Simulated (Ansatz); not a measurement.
# C2H3FSSi: a ladder of functionals and wavefunction methods

The task here is to estimate one member of a computed series from the others.

Computed with Ansatz 0.2.0, Gaussian basis. Level: functionals in def2-TZVPP, the program's frozen cores in correlated methods.

Plan: LDA (SPW92), PBE-D4, revPBE-D4, BLYP-D4, r2SCAN-D4, B97M-V, PBE0-D4, B3LYP-D4, r2SCANh-D4, r2SCAN0-D4, HSE06-D4, BHLYP-D4, CAM-B3LYP-D4, LC-ωPBE, ωB97X-V, ωB97M-V, B2PLYP, PBE-QIDH; CCSD(T)/def2-SVP; CCSD(T)/def2-TZVPP; MP2/def2-QZVPP; extrapolation to the limit; RPA on PBE.

### The geometry

All runs share one geometry, relaxed beforehand with PBE0-D4 in a triple-zeta def2 set.

8 atoms, charge 0, spin multiplicity 1.

Atoms are counted from 1 here; the program's logs count them from 0.

Bond lengths: F1–C2 1.323 Å, C2–C3 1.330 Å, C2–Si5 1.787 Å, C3–S4 1.716 Å, C3–Si5 1.834 Å, S4–H6 1.346 Å, Si5–H7 1.484 Å, Si5–H8 1.484 Å. Angles: F1–C2–C3 134.2°, F1–C2–Si5 155.5°, C3–C2–Si5 70.3°, C2–C3–S4 142.5°, C2–C3–Si5 66.6°, S4–C3–Si5 150.8°, C3–S4–H6 97.7°, C2–Si5–C3 43.1°, C2–Si5–H7 122.6°, C2–Si5–H8 122.6°, C3–Si5–H7 121.2°, C3–Si5–H8 121.2°, H7–Si5–H8 110.6°.

Set-up of the first run:

File in.yaml:

```yaml
crystal:
  periodic: [false, false, false]
  atoms:
    - {symbol: F, position_ang: [1.510910, 1.594258, 0.025514]}
    - {symbol: C, position_ang: [0.798701, 0.479109, 0.022444]}
    - {symbol: C, position_ang: [-0.501895, 0.209497, -0.044749]}
    - {symbol: S, position_ang: [-2.043580, 0.954626, -0.161535]}
    - {symbol: Si, position_ang: [0.547405, -1.289822, 0.069284]}
    - {symbol: H, position_ang: [-1.624981, 2.233968, -0.181428]}
    - {symbol: H, position_ang: [0.774408, -2.161738, -1.109936]}
    - {symbol: H, position_ang: [0.631030, -2.076898, 1.324606]}
basis:
  gaussian: {orbitals: def2-TZVPP}
hamiltonian: {xc: lda}
output: {orbitals: {seedname: orbitals}}
```

Among the steps run: LDA; PBE-D4 (GGA); revPBE-D4 (GGA); BLYP-D4 (GGA); r2SCAN-D4 (meta-GGA); B97M-V (meta-GGA); PBE0-D4 (hybrid); B3LYP-D4 (hybrid); r2SCANh-D4 (hybrid); r2SCAN0-D4 (hybrid); HSE06-D4 (hybrid); BHLYP-D4 (hybrid); CAM-B3LYP-D4 (range-separated); LC-ωPBE (range-separated); ωB97X-V (range-separated); ωB97M-V (range-separated); B2PLYP (double hybrid); PBE-QIDH (double hybrid).

One table of the session follows, with a row left open; its other results are not shown here.

It belongs to the step «Frontier levels by functional». 

```
  functional  HOMO (eV)  gap (eV)
 LDA (SPW92)      -5.92      4.33
      PBE-D4      -5.77      4.37
   revPBE-D4      -5.71      4.39
     BLYP-D4      -5.59      4.31
   r2SCAN-D4      -5.98      4.84
      B97M-V      -6.06      4.82
     PBE0-D4      -6.87      6.31
    B3LYP-D4      -6.64      5.86
  r2SCANh-D4      -6.39      5.55
  r2SCAN0-D4          ?         ?
    HSE06-D4      -6.48      5.54
    BHLYP-D4      -7.82      8.11
CAM-B3LYP-D4      -8.09      8.54
     LC-ωPBE      -9.42     11.01
     ωB97X-V      -9.06     10.53
     ωB97M-V      -8.93     10.13
```

Estimate the missing values for r2SCAN0-D4.

Worked estimate for «HOMO (eV)». Against the share of exact exchange, r2SCAN-D4 (0, -5.98), r2SCANh-D4 (0.1, -6.39) give a slope of -4.10 per unit share; at 0.25 the line stands at -7.00.

As computed: HOMO (eV): -7.01; gap (eV): 6.61. In «HOMO (eV)» the line misses by +0.01.
